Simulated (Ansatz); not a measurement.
# Y3V: magnetic states

An exercise on one series of results from a longer session: the logs are not shown, and one member is left open.

Program: Ansatz 0.2.0. Level of theory: DFT PBE, scalar-relativistic, plane waves, PAW. These are calculated values, not measurements.

### The starting structure

The structure is cubic, space group Fm-3m (No. 225). Conventional cell: a = 7.671 Å, b = 7.671 Å, c = 7.671 Å, α = 90.00°, β = 90.00°, γ = 90.00°. Around Y (site symmetry -43m) lie 4 Y at 3.32 Å and 4 V at 3.32 Å. Around Y (site symmetry m-3m) lie 8 Y at 3.32 Å. V (site symmetry m-3m) is surrounded by 8 Y at 3.32 Å.

Coordinates:

```
CELL_PARAMETERS angstrom
0.00000 3.83552 3.83552
3.83552 0.00000 3.83552
3.83552 3.83552 0.00000
ATOMIC_POSITIONS crystal
Y 0.25000 0.25000 0.25000
Y 0.75000 0.75000 0.75000
Y 0.50000 0.50000 0.50000
V 0.00000 0.00000 0.00000
```

This is a hypothetical structure, made by putting the elements on a prototype's sites.

The first run:

(A quick probe on a coarse mesh, which set the mesh and smearing, is not shown.)

The input, input.yaml:

```yaml
crystal:
  lattice:
    - [0.0, 3.8355198854, 3.8355198854]
    - [3.8355198854, 0.0, 3.8355198854]
    - [3.8355198854, 3.8355198854, 0.0]
  atoms:
    - { symbol: "Y", position: [0.25, 0.25, 0.25], spin: 0.13 }
    - { symbol: "Y", position: [0.75, 0.75, 0.75], spin: 0.13 }
    - { symbol: "Y", position: [0.5, 0.5, 0.5], spin: -0.11 }
    - { symbol: V, position: [0.0, 0.0, 0.0], spin: 3.24 }
basis:
  ecutwfc: 420
kpoints:
  mp_grid: { grid: [10, 10, 10] }
hamiltonian:
  xc: pbe
scf:
  occupations: { method: gaussian, width: 0.1 }
output:
  forces: true
  stress: true
  eigenvalues: true
  populations: true
magnetization:
  spin_polarized: true
relax:
  adjacent_minimum: "off"
  f_tol: 0.01
  max_steps: 80
  cell: { stress_tol: 0.05 }
```

Run with:

```sh
$ ansatz run input.yaml --threads 1 --pin off --max-ram 2560MiB --backend cpu --events-out ev --progress --plain --runs-dir out
```

Among the steps run: Full relaxation; Magnetic start: no spin polarisation; Magnetic start: ferromagnetic; Start: large parallel starting moments; Magnetic start: antiferromagnetic, doubled cell, propagation vector (0, 0, 1/2); Start: antiferromagnetic, doubled cell, propagation vector (0, 1/2, 1/2); Magnetic start: small parallel starting moments.

One table of the session follows, with a row left open; its other results are not shown here.

It belongs to the step «Which state is lowest». 

| start | energy above the lowest (meV/atom) | pressure (GPa) |
| --- | --- | --- |
| ferromagnetic | 0.00 | 0.0 |
| large parallel starting moments | 0.00 | 0.0 |
| small parallel starting moments | 0.00 | 0.0 |
| antiferromagnetic, doubled cell, propagation vector (0, 1/2, 1/2) | 30.8 | -0.2 |
| antiferromagnetic, doubled cell, propagation vector (0, 0, 1/2) | ? | ? |
| no spin | 206 | -2.3 |

Q: Estimate the row for antiferromagnetic, doubled cell, propagation vector (0, 0, 1/2) from the others.

The run gave: energy above the lowest (meV/atom): 42.2; pressure (GPa): -0.1. In the column «energy above the lowest (meV/atom)» it lies between antiferromagnetic, doubled cell, propagation vector (0, 1/2, 1/2) (30.8) and no spin (206).

Limits of these values: Only these starts were tried, so a lower state is not ruled out. Warnings in the runs' records: given moment on shells.
